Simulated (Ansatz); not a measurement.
Relaxation of a periodic cell of 17 atoms, Si$_{16}$N (host Si, host structure diamond, interstitial N), to a largest force component of 0.03 eV/Å in at most 60 steps.

Theory: DFT PBEsol, scalar-relativistic, plane waves, PAW in Ansatz. Settings: PAW set soft_1, cutoff 420 eV, k mesh 2x2x2, fermi-dirac smearing 0.05 eV, spin collinear.

```xyz
17
Lattice="0.0000 5.4300 5.4300 5.4300 0.0000 5.4300 5.4300 5.4300 0.0000" Properties=species:S:1:pos:R:3:forces:R:3
Si 0.000 0.000 0.000 0.01 -0.01 -0.01
Si 1.357 1.357 1.357 -0.08 -0.01 0.01
Si 2.715 2.715 0.000 0.63 -0.59 0.57
Si 4.072 4.072 1.357 0.03 0.10 0.02
Si 2.715 0.000 2.715 0.61 0.54 -0.55
Si 4.072 1.357 4.072 0.01 0.01 0.10
Si 5.430 2.715 2.715 -0.49 -0.52 -0.50
Si 6.787 4.072 4.072 -0.06 0.02 0.01
Si 0.000 2.715 2.715 0.01 0.01 0.01
Si 1.357 4.072 4.072 0.01 0.00 0.00
Si 2.715 5.430 2.715 -0.01 0.00 0.00
Si 4.072 6.787 4.072 0.03 -0.03 -0.10
Si 2.715 2.715 5.430 0.00 0.00 0.00
Si 4.072 4.072 6.787 0.01 -0.10 -0.01
Si 5.430 5.430 5.430 -0.47 0.47 0.48
Si 6.787 6.787 6.787 0.09 0.00 0.00
N 4.000 6.814 6.780 -0.32 0.11 -0.03
```

Q: Where does it end, and by what steps?

A: The run converged. Limits of this set-up: coarse k mesh, PAW files made for another functional, a small cell, in which the defect meets its images. After 17 steps the energy has fallen by 2.775 eV; N17 moved furthest, 1.62 Å. Parted: Si2–Si3 (2.35 → 3.02 Å). Joined: Si2–N17 (2.64 → 1.73 Å).

```tsv
step	energy less start (eV)	largest force component (eV/Å)	accepted
0	0.0000	0.635	yes
1	-0.1554	0.506	yes
2	-0.5287	1.200	yes
3	-0.9089	1.669	yes
4	-1.4110	1.964	yes
5	-1.9510	1.383	yes
6	-2.3086	0.778	yes
7	-2.4835	0.376	yes
8	-2.5779	0.484	yes
9	-2.6504	0.433	yes
10	-2.7145	0.556	yes
11	-2.7486	0.372	yes
12	-2.7674	0.195	yes
13	-2.7617	0.287	no
14	-2.7740	0.074	yes
15	-2.7730	0.084	no
16	-2.7751	0.032	yes
17	-2.7753	0.009	yes
```

```xyz
17
Lattice="0.0000 5.4300 5.4300 5.4300 0.0000 5.4300 5.4300 5.4300 0.0000" Properties=species:S:1:pos:R:3
Si 0.119 -0.123 -0.255
Si 0.822 1.022 1.582
Si 2.966 2.649 0.217
Si 4.348 4.131 1.357
Si 2.952 0.233 2.593
Si 4.305 1.454 4.040
Si 5.717 2.820 2.740
Si 7.103 4.130 4.126
Si -0.241 2.709 2.753
Si 1.465 3.899 3.876
Si 2.825 5.373 2.652
Si 4.059 6.692 4.162
Si 2.815 2.686 5.363
Si 4.106 4.135 6.684
Si 5.596 5.412 5.391
Si 6.918 6.788 6.772
N 2.426 7.105 7.026
```

Whether the end is a true minimum wasn't checked by a vibrational analysis.

The run took 2.2 min on 2 threads of Arm Neoverse V2, on a shared host, peak memory 0.7 GiB.
